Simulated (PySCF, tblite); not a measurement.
# C₂H₁₁ClGe₂Si: geometry, infrared bands and NMR shifts

What infrared bands and NMR shifts should C₂H₁₁ClGe₂Si (`[CH3][Ge@H]([Cl])[GeH2][CH2][SiH3]`) show?

Computed with tblite 0.8.0 and PySCF 2.14.0, with density-fitted response routines of our own, on a single molecule in the gas phase. Atoms count from 0, in the outputs and in this text.

## Step 1: The molecule as given

17 atoms, charge 0, multiplicity 1; geometry from: force field or distance geometry start.

Bonds of the start (Å): C0–Ge1 1.96, Ge1–Cl2 2.16, Ge1–Ge3 2.35, Ge3–C4 1.90, C4–Si5 1.83, C0–H6 1.13, C0–H7 1.10, C0–H8 1.12, Ge1–H9 1.54, Ge3–H10 1.55, Ge3–H11 1.57, C4–H12 1.11, C4–H13 1.12, Si5–H14 1.49, Si5–H15 1.49, Si5–H16 1.46.

## Step 2: Relaxing the molecule with GFN2-xTB

The job: settings as JSON, then the geometry in Å.

```
{"job": {"kind": "relax", "xc": "GFN2-xTB", "basis": "xTB"}, "charge": 0, "multiplicity": 1}
C     -2.488100    -0.949800     0.672200
Ge    -1.587200     0.682100     0.075900
Cl    -3.055500     1.741800    -1.098300
Ge     0.150600     0.042900    -1.370100
C      1.936400     0.278000    -0.754300
Si     2.237600     0.115800     1.042200
H     -3.562100    -0.736500     0.941000
H     -1.966200    -1.436700     1.508800
H     -2.552900    -1.653100    -0.194400
H     -1.181900     1.588100     1.257100
H     -0.033700     0.786900    -2.718500
H     -0.046500    -1.477300    -1.699100
H      2.577200    -0.477200    -1.265500
H      2.328600     1.264500    -1.110600
H      1.971300     1.377700     1.790600
H      3.691700    -0.126400     1.227600
H      1.573700    -1.008800     1.685600
```

On the command line:

```
$ OMP_NUM_THREADS=1 python probes_run.py task.json out
```

One launch serves the whole session: the jobs run in the order shown.

**Question.** This job is followed by: GFN2-xTB harmonic vibrations, gas phase; GIAO PBE0/pcSseg-1 NMR shielding, non-relativistic, gas phase. Predict these results of the whole session: strongest single infrared mode (GFN2-xTB); zero-point energy (GFN2-xTB); 13C shifts against TMS (PBE0/pcSseg-1); 1H shifts against TMS (PBE0/pcSseg-1, means over atoms taken as alike); 73Ge shifts against GeMe4 (PBE0/pcSseg-1); 35Cl shifts against HCl (PBE0/pcSseg-1); 29Si shifts against TMS (PBE0/pcSseg-1).

The runs gave:

| quantity | value |
| --- | --- |
| strongest single infrared mode (GFN2-xTB) | 1910 cm⁻¹, 562 km/mol |
| zero-point energy (GFN2-xTB) | 67.9 kcal/mol |
| 13C shifts against TMS (PBE0/pcSseg-1) | 8.2, -11.9 ppm |
| 1H shifts against TMS (PBE0/pcSseg-1, means over atoms taken as alike) | 5.87, 4.33, 3.99, 3.96, 0.86, 0.13, 0.12 ppm |
| 73Ge shifts against GeMe4 (PBE0/pcSseg-1) | 7, -205 ppm |
| 35Cl shifts against HCl (PBE0/pcSseg-1) | -63 ppm |
| 29Si shifts against TMS (PBE0/pcSseg-1) | -71.3 ppm |

In words: Over 169 steps the energy fell by 0.374 eV; of the close pairs, Ge1–Ge3 changed most, 2.349 to 2.421 Å. No mode is imaginary among the 45: a minimum at this level. The strongest single mode, at 1910 cm⁻¹, moves mainly H11 and H10. GFN2-xTB is a fitted tight-binding method: band positions and strengths are rough. Its intensities can rank the bands wrongly. At PBE0/pcSseg-1: Shielding is most anisotropic at Ge1 (span 296 ppm, paramagnetic term -1433 ppm). Spin-orbit coupling is left out, which matters for shieldings and couplings at and beside the heavy atoms.
